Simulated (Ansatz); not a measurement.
# HfN: the cost of one run

Method: DFT with U by linear response, scalar-relativistic, plane waves, PAW, in Ansatz 0.2.0.

## Step 1: The starting structure

The structure is cubic, space group Fm-3m (No. 225). Conventional cell: a = 4.518 Å, b = 4.518 Å, c = 4.518 Å, α = 90.00°, β = 90.00°, γ = 90.00°. Around Hf (site symmetry m-3m) lie 6 N at 2.26 Å. N (site symmetry m-3m) is surrounded by 6 Hf at 2.26 Å.

As a file:

```
Hf N
1.0
     0.00000    2.25900    2.25900
     2.25900    0.00000    2.25900
     2.25900    2.25900    0.00000
Hf N
1 1
Direct
  0.50000 0.50000 0.50000
  0.00000 0.00000 0.00000
```

At PBE, an earlier run found 5.44 GPa for this cell of 11.528 Å³/atom (10×10×10 mesh), a metal on this mesh. The cell is compressed at this level.

The cell stays fixed from here on.

## Step 2: PBE, one shot, started from U = 0, 2×2×2 q-mesh, all-electron orthogonalised atomic projectors

The input, input.yaml:

```yaml
crystal:
  lattice:
    - [0.0, 2.2590026142, 2.2590026142]
    - [2.2590026142, 0.0, 2.2590026142]
    - [2.2590026142, 2.2590026142, 0.0]
  atoms:
    - { symbol: Hf, position: [0.5, 0.5, 0.5] }
    - { symbol: "N", position: [0.0, 0.0, 0.0] }
basis:
  ecutwfc: 420
  ecutrho_ratio: 4
kpoints:
  mp_grid: { grid: [10, 10, 10] }
hamiltonian:
  xc: pbe
  hubbard:
    sites: [{ species: Hf, l: d, u_eff: linear-response }]
    lr: { qmesh: [2, 2, 2] }
scf:
  occupations: { method: gaussian, width: 0.05 }
output:
  forces: true
  stress: true
  eigenvalues: true
  populations: true
  hubbard: { sites: [{ species: Hf, l: d }] }
  dos: { projected: true, de: 0.02 }
  write_density: true
  write_potential: true
  elf: true
  volumetric_format: npy
```

Command:

```sh
ansatz run input.yaml --threads 4 --pin off --max-ram 6144MiB --backend cpu --events-out ev --progress --plain --runs-dir out
```

Q: Estimate wall time and peak memory on 4 threads of Arm Neoverse N1, shared host.

About 18 s, with a peak of 0.43 GiB.
